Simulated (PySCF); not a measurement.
**C2H4AlBrO (SMILES [Br][Al]1[CH2]O[CH2]1) at 4 levels**

Wanted: a comparison of 4 runs (HF/3-21G, HF/def2-SVP, PBE0/def2-SVP, TPSSh/def2-TZVP) of C2H4AlBrO. The job is set up through a Python script.

The results are computed with PySCF 2.14.0.

1 further run of the same task is left out (set aside as unsound or not needed).

### Step 1. The molecule

C2H4AlBrO: 9 atoms, total charge 0, spin state singlet. SMILES: `[Br][Al]1[CH2]O[CH2]1`. The shape is that of a PBE0-D4/def2-TZVP optimisation.

Bond lengths: Br1–Al2 2.254 Å, Al2–C3 1.956 Å, C3–O4 1.441 Å, Al2–C5 1.956 Å, O4–C5 1.441 Å, C3–H6 1.095 Å, C3–H7 1.095 Å, C5–H8 1.095 Å, C5–H9 1.095 Å. Some angles: Br1–Al2–C3 142.4°, Br1–Al2–C5 142.4°, C3–Al2–C5 75.2°, Al2–C3–O4 86.5°, C3–O4–C5 111.8°, Al2–C5–O4 86.5°, Al2–C3–H6 119.5°, Al2–C3–H7 119.4°, O4–C3–H6 110.4°, O4–C3–H7 110.5°.

### Step 2. Energy and forces at HF/3-21G (run 1)

File input.py:

```python
# [Br][Al]1[CH2]O[CH2]1
import pyscf.grad
from pyscf import gto

mol = gto.Mole()
mol.atom = '''
Br    -2.533600    -0.663200    -2.150300
Al    -0.844300    -0.225400    -0.723000
C      0.922600     0.606900    -0.621400
O      0.923900     0.229300     0.768900
C     -0.287500    -0.458000     1.137400
H      1.766600     0.144600    -1.144200
H      1.012400     1.693700    -0.722900
H     -0.059400    -1.462400     1.509800
H     -0.812000     0.088200     1.928600
'''
mol.spin = 0
mol.basis = '3-21g'
mol.max_memory = 1860
mol.verbose = 3
mol.charge = 0
mol.build()

myscf = mol.RHF()
myscf.conv_tol = 1e-10
myscf.kernel()
if not myscf.converged:
    myscf = myscf.newton().run(myscf.mo_coeff, myscf.mo_occ)

energy = myscf.e_tot
print(f'total energy: {energy:.8f} hartree')
grad = myscf.Gradients().kernel()
myscf.analyze()
```

The run is started by

```
OMP_NUM_THREADS=1 python input.py
```

Output:

```text
converged SCF energy = -2952.72893600759
total energy: -2952.72893601 hartree
--------------- RHF gradients ---------------
         x                y                z
0 Br     0.0140063710     0.0036240967     0.0118318319
1 Al     0.0011669324     0.0003001663     0.0009655671
2 C    -0.0159044397    -0.0143057676     0.0240415845
3 O    -0.0214229573    -0.0054678193    -0.0180979727
4 C     0.0167070198     0.0144618540    -0.0233623049
5 H     0.0060959948    -0.0036980114    -0.0032237927
6 H     0.0004972859     0.0078284337    -0.0000921515
7 H     0.0022305440    -0.0071499218     0.0024206183
8 H    -0.0033767510     0.0044069694     0.0055166200
----------------------------------------------
**** MO energy ****
MO #1   energy= -486.77487467489   occ= 2
MO #2   energy= -64.7832813791916  occ= 2
MO #3   energy= -58.1131318964525  occ= 2
MO #4   energy= -57.9709615283002  occ= 2
MO #5   energy= -57.9700154614736  occ= 2
MO #6   energy= -57.969963596718   occ= 2
MO #7   energy= -20.447682382115   occ= 2
MO #8   energy= -11.2015587889299  occ= 2
MO #9   energy= -11.2014625182456  occ= 2
MO #10  energy= -9.7783836252027   occ= 2
MO #11  energy= -7.35748435434942  occ= 2
MO #12  energy= -7.35156630994453  occ= 2
MO #13  energy= -7.35104442899314  occ= 2
MO #14  energy= -4.9179798767411   occ= 2
MO #15  energy= -3.22215087785133  occ= 2
MO #16  energy= -3.2202896665241   occ= 2
MO #17  energy= -3.21853757500901  occ= 2
MO #18  energy= -3.08548152107723  occ= 2
MO #19  energy= -3.08337648624604  occ= 2
MO #20  energy= -3.08280141874214  occ= 2
MO #21  energy= -3.07704377464118  occ= 2
MO #22  energy= -3.07703032425807  occ= 2
MO #23  energy= -1.35981718141624  occ= 2
MO #24  energy= -1.00965104470572  occ= 2
MO #25  energy= -0.938344722774945 occ= 2
MO #26  energy= -0.838864171400964 occ= 2
MO #27  energy= -0.64805760550844  occ= 2
MO #28  energy= -0.644106829779868 occ= 2
MO #29  energy= -0.577255096107877 occ= 2
MO #30  energy= -0.559064941798262 occ= 2
MO #31  energy= -0.516738514611712 occ= 2
MO #32  energy= -0.443315028681794 occ= 2
MO #33  energy= -0.432679581692409 occ= 2
MO #34  energy= -0.406505469764372 occ= 2
MO #35  energy= -0.395698509606234 occ= 2
MO #36  energy= -0.380475476720298 occ= 2
MO #37  energy= 0.0533140359758351 occ= 0
MO #38  energy= 0.0960786955026021 occ= 0
MO #39  energy= 0.140468911649312  occ= 0
MO #40  energy= 0.210575760708669  occ= 0
MO #41  energy= 0.26815938853675   occ= 0
MO #42  energy= 0.273356584694733  occ= 0
MO #43  energy= 0.327789552065681  occ= 0
MO #44  energy= 0.32904532654525   occ= 0
MO #45  energy= 0.351938436988151  occ= 0
MO #46  energy= 0.410624320736842  occ= 0
MO #47  energy= 0.421334105329924  occ= 0
MO #48  energy= 0.432520170033384  occ= 0
MO #49  energy= 0.499887048664565  occ= 0
MO #50  energy= 0.598953441552975  occ= 0
MO #51  energy= 0.844420597273437  occ= 0
MO #52  energy= 0.856007765702486  occ= 0
MO #53  energy= 0.888384322024025  occ= 0
MO #54  energy= 0.95658756452162   occ= 0
MO #55  energy= 1.04172590197265   occ= 0
MO #56  energy= 1.0467844847432    occ= 0
MO #57  energy= 1.05436114274667   occ= 0
MO #58  energy= 1.0650556471376    occ= 0
MO #59  energy= 1.07622412103827   occ= 0
MO #60  energy= 1.18143333611871   occ= 0
MO #61  energy= 1.32279992490284   occ= 0
MO #62  energy= 1.32515849642557   occ= 0
MO #63  energy= 1.32569854670249   occ= 0
MO #64  energy= 1.40642829104477   occ= 0
MO #65  energy= 1.83775860918466   occ= 0
MO #66  energy= 1.93050005722035   occ= 0
MO #67  energy= 1.98833728434273   occ= 0
MO #68  energy= 2.07029433614177   occ= 0
MO #69  energy= 2.37241779101433   occ= 0
MO #70  energy= 3.48227298820633   occ= 0
 ** Mulliken atomic charges  **
charge of    0Br =     -0.25098
charge of    1Al =      0.76797
charge of    2C =     -0.23991
charge of    3O =     -0.43882
charge of    4C =     -0.23990
charge of    5H =      0.10044
charge of    6H =      0.10038
charge of    7H =      0.10043
charge of    8H =      0.10039
Dipole moment(X, Y, Z, Debye): -0.60550, -0.15027, -0.50780
```

It took 4.5 s on 1 thread of Intel Xeon at 2.70GHz, shared host; peak memory 0.14 GiB.

### Step 3. Energy and gradient at HF/def2-SVP (run 2)

File calc.py:

```python
import pyscf.grad
from pyscf import gto

system = gto.Mole()
system.atom = '''
Br    -2.533600    -0.663200    -2.150300
Al    -0.844300    -0.225400    -0.723000
C      0.922600     0.606900    -0.621400
O      0.923900     0.229300     0.768900
C     -0.287500    -0.458000     1.137400
H      1.766600     0.144600    -1.144200
H      1.012400     1.693700    -0.722900
H     -0.059400    -1.462400     1.509800
H     -0.812000     0.088200     1.928600
'''
system.spin = 0
system.verbose = 3
system.max_memory = 1860
system.basis = 'def2-svp'
system.build()

myscf = system.RHF()
myscf.conv_tol = 1e-10
myscf.kernel()
if not myscf.converged:
    myscf = myscf.newton().run(myscf.mo_coeff, myscf.mo_occ)

e_final = myscf.e_tot
print('E = %.10f Eh' % e_final)
grad = myscf.Gradients().kernel()
myscf.analyze()
```

The run is started by

```
OMP_NUM_THREADS=1 python calc.py
```

Output:

```text
converged SCF energy = -2966.76365425874
[... 11 lines left out ...]
MO #2   energy= -65.1437541630726  occ= 2
[... 9 lines left out ...]
MO #12  energy= -7.44471616997546  occ= 2
[... 9 lines left out ...]
MO #22  energy= -3.18431643657211  occ= 2
[... 9 lines left out ...]
MO #32  energy= -0.444757395826576 occ= 2
[... 9 lines left out ...]
MO #42  energy= 0.243373660220695  occ= 0
[... 9 lines left out ...]
MO #52  energy= 0.533130653324822  occ= 0
[... 9 lines left out ...]
MO #62  energy= 0.795482378999917  occ= 0
[... 9 lines left out ...]
MO #72  energy= 1.00081194466532   occ= 0
[... 9 lines left out ...]
MO #82  energy= 1.72572002800833   occ= 0
[... 9 lines left out ...]
MO #92  energy= 2.26226061208909   occ= 0
[... 9 lines left out ...]
MO #102 energy= 3.2641396260261    occ= 0
[... 9 lines left out ...]
MO #112 energy= 4.14865434403256   occ= 0
[... 10 lines left out ...]
Dipole moment(X, Y, Z, Debye): -0.85357, -0.21495, -0.71757
```

Run time: 14 s. Hardware: 1 thread of Intel Xeon at 2.70GHz, shared host; peak memory 0.27 GiB.

Run 3 isn't shown in full; the table further down has it.

### Step 4. Energy and forces at TPSSh/def2-TZVP (run 4)

File job.py:

```python
from pyscf import gto, dft

mol = gto.M(
    atom='''
Br    -2.533600    -0.663200    -2.150300
Al    -0.844300    -0.225400    -0.723000
C      0.922600     0.606900    -0.621400
O      0.923900     0.229300     0.768900
C     -0.287500    -0.458000     1.137400
H      1.766600     0.144600    -1.144200
H      1.012400     1.693700    -0.722900
H     -0.059400    -1.462400     1.509800
H     -0.812000     0.088200     1.928600
''',
    basis='def2-tzvp',
    max_memory=1860,
    spin=0,
    verbose=3,
)

mf = dft.RKS(mol)
mf.xc = 'tpssh'
mf.conv_tol = 1e-10
mf.grids.level = 5
mf.kernel()
if not mf.converged:
    mf = mf.newton().run(mf.mo_coeff, mf.mo_occ)

etot = mf.e_tot
print('E(%s) = %.9f' % ('TPSSH', etot))
grad = mf.nuc_grad_method().kernel()
dip = mf.dip_moment()
pop, q = mf.mulliken_pop()
```

The run is started by

```
OMP_NUM_THREADS=1 python job.py
```

Output:

```text
converged SCF energy = -2970.45203330069
[... 9 lines left out ...]
Dipole moment(X, Y, Z, Debye): -0.31763, -0.07809, -0.26594
[... 173 lines left out ...]
pop of  4 C 4f-2          0.00141
pop of  4 C 4f-1          0.00056
pop of  4 C 4f+0          0.00085
pop of  4 C 4f+1          0.00105
pop of  4 C 4f+2          0.00085
pop of  4 C 4f+3          0.00258
pop of  5 H 1s            0.27412
pop of  5 H 2s            0.48749
pop of  5 H 3s            0.10517
pop of  5 H 2px           0.00987
pop of  5 H 2py           0.00578
pop of  5 H 2pz           0.00512
pop of  6 H 1s            0.27411
pop of  6 H 2s            0.48755
pop of  6 H 3s            0.10518
pop of  6 H 2px           0.00615
pop of  6 H 2py           0.01154
pop of  6 H 2pz           0.00308
pop of  7 H 1s            0.27409
pop of  7 H 2s            0.48749
pop of  7 H 3s            0.10519
pop of  7 H 2px           0.00356
pop of  7 H 2py           0.01038
pop of  7 H 2pz           0.00683
pop of  8 H 1s            0.27411
pop of  8 H 2s            0.48754
pop of  8 H 3s            0.10517
pop of  8 H 2px           0.00576
pop of  8 H 2py           0.00543
pop of  8 H 2pz           0.00958
 ** Mulliken atomic charges  **
charge of    0Br =     -0.22447
charge of    1Al =      0.46336
charge of    2C =     -0.21862
charge of    3O =     -0.25131
charge of    4C =     -0.21866
charge of    5H =      0.11245
charge of    6H =      0.11239
charge of    7H =      0.11245
charge of    8H =      0.11240
```

It took 5.4 min on 1 thread of Intel Xeon at 2.70GHz, shared host; peak memory 1.7 GiB.

### Step 5. Overview of the runs

| run | level | integration grid | energy (Eh) | dipole moment (D) | HOMO energy (eV) | LUMO energy (eV) | wall time |
| --- | --- | --- | --- | --- | --- | --- | --- |
| 1 | HF/3-21G | – | -2952.728936 | 0.80 | -10.35 | 1.45 | 4.5 s |
| 2 | HF/def2-SVP | – | -2966.763654 | 1.14 | -10.65 | 1.66 | 14 s |
| 3 | PBE0/def2-SVP | 5 | -2969.354031 | 0.56 | -7.27 | -1.19 | 47 s |
| 4 | TPSSh/def2-TZVP | 5 | -2970.452033 | 0.42 | -6.62 | -1.53 | 5.4 min |

### Step 6. Summary of results

| quantity | value |
| --- | --- |
| run 4: total energy | -2970.45203 Eh |
| run 4: dipole moment | 0.42 D |
| run 4: HOMO energy | -6.62 eV |
| run 4: LUMO energy | -1.53 eV |
| run 4: HOMO–LUMO gap | 5.08 eV |
| run 4: largest force on an atom | 0.510 eV/Å |

The dipole moment (its size) runs from 0.42 D (TPSSh/def2-TZVP) to 1.14 D (HF/def2-SVP). The two ends differ in method and basis. The HOMO–LUMO gap runs from 5.08 eV (TPSSh/def2-TZVP) to 12.31 eV (HF/def2-SVP). Totals of different functionals can't be ranked against each other. All runs together took 6.5 min, the longest 5.4 min.
